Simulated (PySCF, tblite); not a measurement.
# C₃H₅FO₃: geometry, infrared bands, NMR shifts and spin-spin couplings

Wanted: the infrared bands, NMR shifts and spin-spin couplings of C₃H₅FO₃ (`CO[C@H](F)C(=O)O`), by calculation.

Programs: tblite 0.8.0 and PySCF 2.14.0, with density-fitted response routines of our own. Each step states its level of theory. These are calculated values for one molecule in the gas phase, unless marked as measured. Atoms count from 0, in the outputs and in this text.

### Step 1. Starting geometry

12 atoms, charge 0, multiplicity 1; geometry from: force field or distance geometry start.

Bonds of the start (Å): C0–O1 1.40, O1–C2 1.43, C2–F3 1.35, C2–C4 1.53, C4–O5 1.22, C4–O6 1.36, C0–H7 1.09, C0–H8 1.10, C0–H9 1.08, C2–H10 1.10, O6–H11 0.98.

### Step 2. Optimising the geometry with GFN2-xTB

Job settings and geometry (Å):

```
{"job": {"kind": "relax", "xc": "GFN2-xTB", "basis": "xTB"}, "charge": 0, "multiplicity": 1}
C     -1.472600     0.983600    -0.063400
O     -0.913000     0.030800     0.800400
C     -0.086800    -0.917800     0.126100
F     -0.413400    -2.123400     0.648300
C      1.409300    -0.631500     0.242800
O      2.291900    -1.430100     0.496000
O      1.744600     0.655700    -0.054300
H     -2.155400     0.505700    -0.764800
H     -2.051700     1.693000     0.539000
H     -0.712000     1.536800    -0.600300
H     -0.350500    -0.974400    -0.944200
H      2.710700     0.671000     0.092400
```

The run is started by

```console
> OMP_NUM_THREADS=1 python probes_run.py task.json out
```

The driver reads the jobs from task.json and runs them one after another.

**Question.** This job is followed by: GFN2-xTB harmonic vibrations, gas phase; GIAO PBE0/pcSseg-1 NMR shielding, non-relativistic, gas phase; B3LYP/pcJ-1 indirect spin-spin coupling, non-relativistic, gas phase. What will the session give for the following? strongest single infrared mode (GFN2-xTB); zero-point energy (GFN2-xTB); 13C shifts against TMS (PBE0/pcSseg-1); 1H shifts against TMS (PBE0/pcSseg-1, means over atoms taken as alike); 17O shifts against H2O (PBE0/pcSseg-1); 19F shifts against CFCl3 (PBE0/pcSseg-1); largest coupling of the table (B3LYP/pcJ-1).

**Answer**, as computed:

| quantity | value |
| --- | --- |
| strongest single infrared mode (GFN2-xTB) | 1836 cm⁻¹, 502 km/mol |
| zero-point energy (GFN2-xTB) | 52.2 kcal/mol |
| 13C shifts against TMS (PBE0/pcSseg-1) | 168.2, 110.5, 59.6 ppm |
| 1H shifts against TMS (PBE0/pcSseg-1, means over atoms taken as alike) | 6.29, 5.55, 3.85 ppm |
| 17O shifts against H2O (PBE0/pcSseg-1) | 434.3, 202.6, 77.9 ppm |
| 19F shifts against CFCl3 (PBE0/pcSseg-1) | -166.2 ppm |
| largest coupling of the table (B3LYP/pcJ-1) | 1J(C,F) C2–F3, -282.1 Hz |

In words: The optimisation took 109 steps and gained 0.308 eV; among the close pairs (by a distance rule), O1–C2 changed most, from 1.427 to 1.366 Å. No mode is imaginary among the 30: a minimum at this level. The strongest single mode, at 1836 cm⁻¹, moves mainly C4 and O5. Unscaled tight-binding wavenumbers are off by several per cent, some by more. Its intensities can rank the bands wrongly. At PBE0/pcSseg-1: Shielding is most anisotropic at O5 (span 624 ppm, paramagnetic term -496 ppm). In the run at B3LYP/pcJ-1, the largest coupling of the table is C2–F3, -282.1 Hz, of which the Fermi-contact term gives -297.0 Hz. Couplings across rotatable bonds belong to this one conformer; where others are populated, the observed values are averages. The acid proton is that of the lone molecule; in solution hydrogen bonds move it to about 10 to 13 ppm.
